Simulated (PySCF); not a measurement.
# F²⁺: dipole response in aug-cc-pV5Z

Aim: the static polarisability and the C₆ coefficient of F²⁺, method by method.

Method: unrestricted determinants in a Gaussian basis, no spin-orbit coupling in the energies. Code: PySCF 2.14.0.

### Step 1. What is computed

* Element: fluorine (Z = 9)
* Basis: aug-cc-pV5Z (7s6p5d4f3g2h, 127 functions)
* Hamiltonian: the non-relativistic Hamiltonian (point nucleus)
* State 1: F²⁺: [He] 2s1 2p3 3s1, high-spin 6S determinant (an excited configuration)
* Methods: UHF, PBE, PBE0

Outer shells as boxes (Hund's rule):

F2+ [He] 2s1 2p3 3s1
```
[He] core
2s [↑ ]
2p [↑ ][↑ ][↑ ]
3s [↑ ]
```

One driver process ran all states and methods and kept the integrals in memory. Each run is shown as a PySCF script that sums up its settings (the driver passes frozen orbitals as a list and adds second-order terms of double hybrids); the logs are those of the runs themselves. The driver starts from symmetry-adapted Hartree-Fock orbitals, holds the occupation by maximum overlap and uses a logarithmic radial grid for functionals, so a plain start would take other cycles.

The integrals over 127 functions and the set-up took 2 s of CPU time.

### Step 2. F²⁺ [He] 2s1 2p3 3s1: the ladder of methods

UHF:

input.py reads:

```python
from pyscf import gto, scf, dft, mp, cc
import basis_set_exchange as bse
mol = gto.M(atom="F 0 0 0", charge=2, spin=5, symmetry="D2h",
            basis=gto.basis.parse(bse.get_basis("aug-cc-pV5Z", elements=["F"], fmt="nwchem")))
mf = scf.UHF(mol)
mf.irrep_nelec = {'Ag': (3, 1), 'B1u': (1, 0), 'B2u': (1, 0), 'B3u': (1, 0)}
mf.kernel()
```

Output:

```text
damping factor = 0
level_shift factor = 0
DIIS = <class 'pyscf.scf.diis.CDIIS'>
diis_start_cycle = 1
diis_space = 10
diis_damp = 0
SCF conv_tol = 1e-09
SCF conv_tol_grad = None
number electrons alpha = 6  beta = 1
cycle= 1 E= -95.9198842108469  delta_E= -7.19e-12  |g|= 6.33e-07  |ddm|= 2.26e-05
converged SCF energy = -95.9198842108469  <S^2> = 8.7500046  2S+1 = 6.0000015
```

CPU time 13 s on a shared host, the integrals not counted.

Orbital energies by shell (radii are means over both spins):

| shell | electrons | mean orbital energy (eV) | spread (eV) | rms radius (bohr) |
| --- | --- | --- | --- | --- |
| 1s α | 1 | -784.58 | 0 | 0.204 |
| 1s β | 1 | -775.81 | 0 | 0.204 |
| 2s α | 1 | -102.23 | 0 | 0.934 |
| 2p α | 3 | -77.956 | 0 | 0.916 |
| 3s α | 1 | -23.179 | 0 | 2.91 |

⟨S²⟩ = 8.750, ⟨L²⟩ = 0.00.

The driver then solved the coupled dipole response at imaginary frequencies: mean α = 36.14 bohr³, C₆ = 149.6 au for a like pair.

PBE:

Changes to input.py:

```diff
@@ -4,3 +4,3 @@
             basis=gto.basis.parse(bse.get_basis("aug-cc-pV5Z", elements=["F"], fmt="nwchem")))
-mf = scf.UHF(mol)
+mf = dft.UKS(mol, xc="PBE")
 mf.irrep_nelec = {'Ag': (3, 1), 'B1u': (1, 0), 'B2u': (1, 0), 'B3u': (1, 0)}
```

Output:

```text
damping factor = 0
level_shift factor = 0
DIIS = <class 'pyscf.scf.diis.CDIIS'>
diis_start_cycle = 1
diis_space = 10
diis_damp = 0
SCF conv_tol = 1e-09
SCF conv_tol_grad = None
number electrons alpha = 6  beta = 1
XC functionals = PBE
    J. P. Perdew, K. Burke, and M. Ernzerhof.,  Phys. Rev. Lett. 77, 3865 (1996)
    J. P. Perdew, K. Burke, and M. Ernzerhof.,  Phys. Rev. Lett. 78, 1396 (1997)
    J. P. Perdew, K. Burke, and M. Ernzerhof.,  Phys. Rev. Lett. 77, 3865 (1996)
    J. P. Perdew, K. Burke, and M. Ernzerhof.,  Phys. Rev. Lett. 78, 1396 (1997)
cycle= 1 E= -95.9507413697644  delta_E= -0.0042  |g|= 0.00753  |ddm|= 0.341
cycle= 2 E= -95.9507469206459  delta_E= -5.55e-06  |g|= 0.00132  |ddm|= 0.0155
cycle= 3 E= -95.9507472019428  delta_E= -2.81e-07  |g|= 0.0002  |ddm|= 0.00236
cycle= 4 E= -95.9507472096686  delta_E= -7.73e-09  |g|= 6.6e-06  |ddm|= 0.000382
cycle= 5 E= -95.9507472096791  delta_E= -1.05e-11  |g|= 1.18e-07  |ddm|= 1.22e-05
converged SCF energy = -95.9507472096791  <S^2> = 8.7500063  2S+1 = 6.0000021
```

CPU time 3.5 s on a shared host, the integrals not counted.

The driver then solved the coupled dipole response at imaginary frequencies: mean α = 30.87 bohr³, C₆ = 117.0 au for a like pair.

PBE0:

Changes to input.py:

```diff
@@ -4,3 +4,3 @@
             basis=gto.basis.parse(bse.get_basis("aug-cc-pV5Z", elements=["F"], fmt="nwchem")))
-mf = dft.UKS(mol, xc="PBE")
+mf = dft.UKS(mol, xc="PBE0")
 mf.irrep_nelec = {'Ag': (3, 1), 'B1u': (1, 0), 'B2u': (1, 0), 'B3u': (1, 0)}
```

Output:

```text
damping factor = 0
level_shift factor = 0
DIIS = <class 'pyscf.scf.diis.CDIIS'>
diis_start_cycle = 1
diis_space = 10
diis_damp = 0
SCF conv_tol = 1e-09
SCF conv_tol_grad = None
number electrons alpha = 6  beta = 1
XC functionals = PBE0
    C. Adamo and V. Barone.,  J. Chem. Phys. 110, 6158 (1999)
    M. Ernzerhof and G. E. Scuseria.,  J. Chem. Phys. 110, 5029 (1999)
cycle= 1 E= -95.9725683563585  delta_E= -0.00225  |g|= 0.00692  |ddm|= 0.25
cycle= 2 E= -95.9725776274529  delta_E= -9.27e-06  |g|= 0.000503  |ddm|= 0.0171
cycle= 3 E= -95.972577753952  delta_E= -1.26e-07  |g|= 7.92e-05  |ddm|= 0.00223
cycle= 4 E= -95.972577755919  delta_E= -1.97e-09  |g|= 8.63e-06  |ddm|= 0.000302
cycle= 5 E= -95.9725777559512  delta_E= -3.22e-11  |g|= 2.89e-07  |ddm|= 4.35e-05
converged SCF energy = -95.9725777559512  <S^2> = 8.750005  2S+1 = 6.0000017
```

It used 15 s of CPU time after the integrals (shared host).

The driver then solved the coupled dipole response at imaginary frequencies: mean α = 32.67 bohr³, C₆ = 127.5 au for a like pair.

Radial density 4πr²ρ of F²⁺ at UHF:

| r (bohr) | density | spin density |
| --- | --- | --- |
| 0.00279 | 0.0412 | 0.002 |
| 0.00469 | 0.113 | 0.004 |
| 0.00789 | 0.301 | 0.011 |
| 0.0133 | 0.773 | 0.029 |
| 0.0223 | 1.86 | 0.070 |
| 0.0375 | 4.01 | 0.150 |
| 0.0631 | 7.20 | 0.269 |
| 0.106 | 9.58 | 0.377 |
| 0.179 | 7.98 | 0.565 |
| 0.300 | 4.29 | 1.667 |
| 0.505 | 4.39 | 4.153 |
| 0.850 | 4.09 | 4.090 |
| 1.43 | 1.13 | 1.130 |
| 2.40 | 0.510 | 0.510 |
| 4.04 | 0.130 | 0.130 |
| 6.80 | 0.00222 | 0.002 |

### Step 3. The response side by side

F²⁺ [He] 2s1 2p3 3s1, in atomic units:

| method | mean α | C₆ (like pair) | S(−4) |
| --- | --- | --- | --- |
| UHF | 36.14 | 149.6 | 1644 |
| PBE | 30.87 | 117.0 | 1238 |
| PBE0 | 32.67 | 127.5 | 1379 |

α(iu) at PBE0:

| u (hartree) | α(iu) (bohr³) |
| --- | --- |
| 0 | 32.67 |
| 0.0500 | 29.56 |
| 0.100 | 23.06 |
| 0.200 | 12.51 |
| 0.300 | 7.331 |
| 0.500 | 3.427 |
| 0.750 | 1.879 |
| 1.00 | 1.258 |
| 1.50 | 0.7432 |
| 2.00 | 0.5184 |
| 3.00 | 0.3059 |
| 5.00 | 0.1455 |

### Step 4. Results

| quantity | value |
| --- | --- |
| α of F²⁺ [He] 2s1 2p3 3s1 | 30.87 (PBE) to 36.14 (UHF) bohr³ |

**Reading.** A single London oscillator with the computed α and C₆ of F²⁺ [He] 2s1 2p3 3s1 at UHF would have ω = 4 C₆ / (3 α²) = 0.153 hartree. All values hold for this basis alone; no basis-set limit was taken.
